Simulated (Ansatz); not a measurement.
# BIr: energy and stress against strain

This session takes BIr and sets out to strain the cell along the Voigt pattern (0, 0, 1, 0, 0, 0).

Method: DFT LDA, scalar-relativistic, plane waves, PAW, in Ansatz 0.2.0.

1 further run of the same task is left out (it didn't finish).

### 1 The system as given

It takes space group P-6m2 (No. 187, hexagonal). Conventional cell: a = 3.042 Å, b = 3.042 Å, c = 2.703 Å, α = 90.00°, β = 90.00°, γ = 120.00°. Around B (site symmetry -6m2) lie 6 Ir at 2.22 Å. Ir (site symmetry -6m2) is surrounded by 6 B at 2.22 Å.

Structure file:

```
B Ir
1.0
     3.04211    0.00000    0.00000
    -1.52105    2.63454    0.00000
     0.00000    0.00000    2.70297
B Ir
1 1
Direct
  0.33333 0.66667 0.50000
  0.00000 0.00000 0.00000
```

It goes back to an entry of the Materials Project, which need not be the stable form.

No relaxation comes first: the listed cell is the starting point.

### 2 Zero of energy

Reference values: F = -11813.5478 eV; pressure -10.78 GPa; largest force 0.000 eV/Å; gap on the mesh none (metal). It was computed beforehand with the settings of the runs below.

### 3 Setting up energy and stress against strain

The cell is strained by ε times the Voigt pattern (0, 0, 1, 0, 0, 0) (xx, yy, zz, yz, xz, xy; engineering shear), with fractional coordinates fixed (clamped ions). The stress on the pattern is the sum of the stress components weighted by it, tension positive.

### 4 ε = -0.1000

Contents of input.yaml:

```yaml
crystal:
  lattice:
    - [3.0421080792, 0.0, 0.0]
    - [-1.5210540396, 2.6345428776, 0.0]
    - [0.0, 0.0, 2.432675079]
  atoms:
    - { symbol: B, position: [0.3333333333, 0.6666666667, 0.5] }
    - { symbol: Ir, position: [0.0, 0.0, 0.0] }
basis:
  ecutwfc: 420
kpoints:
  mp_grid: { grid: [18, 18, 18] }
hamiltonian:
  xc: lda
scf:
  occupations: { method: gaussian, width: 0.15 }
output:
  forces: true
  stress: true
  eigenvalues: true
```

### 5 Point ε = 0.0750

Edit input.yaml of step 4 so:

```diff
@@ -4,3 +4,3 @@
     - [-1.5210540396, 2.6345428776, 0.0]
-    - [0.0, 0.0, 2.432675079]
+    - [0.0, 0.0, 2.9056952332]
   atoms:
```

### 6 ε = -0.0500

Edit input.yaml of step 5 so:

```diff
@@ -4,3 +4,3 @@
     - [-1.5210540396, 2.6345428776, 0.0]
-    - [0.0, 0.0, 2.9056952332]
+    - [0.0, 0.0, 2.5678236945]
   atoms:
```

### 7 At ε = 0.0250

Edit input.yaml of step 6 so:

```diff
@@ -4,3 +4,3 @@
     - [-1.5210540396, 2.6345428776, 0.0]
-    - [0.0, 0.0, 2.5678236945]
+    - [0.0, 0.0, 2.7705466177]
   atoms:
```

### 8 ε = 0.1000

Edit input.yaml of step 7 so:

```diff
@@ -4,3 +4,3 @@
     - [-1.5210540396, 2.6345428776, 0.0]
-    - [0.0, 0.0, 2.7705466177]
+    - [0.0, 0.0, 2.973269541]
   atoms:
```

### 9 Point ε = -0.0750

Edit input.yaml of step 8 so:

```diff
@@ -4,3 +4,3 @@
     - [-1.5210540396, 2.6345428776, 0.0]
-    - [0.0, 0.0, 2.973269541]
+    - [0.0, 0.0, 2.5002493867]
   atoms:
```

(Steps that only read results are left out.)

**Question.** What will these runs give? Wanted: slope of the stress at ε = 0, from the points at -0.0500, 0 and 0.0250.

As calculated:

| quantity | value |
| --- | --- |
| slope of the stress at ε = 0, from the points at -0.0500, 0 and 0.0250 | 754 GPa |

In words: The slope of the stress at zero strain, 754 GPa, estimates C33 with clamped ions in this Cartesian frame; letting the atoms relax could not make it stiffer. The step is wide, so higher orders mix in. The reference stands under -10.8 GPa, so this is no zero-stress constant. No sampled point lies below the undisturbed cell. Spin-orbit coupling is left out for Ir.
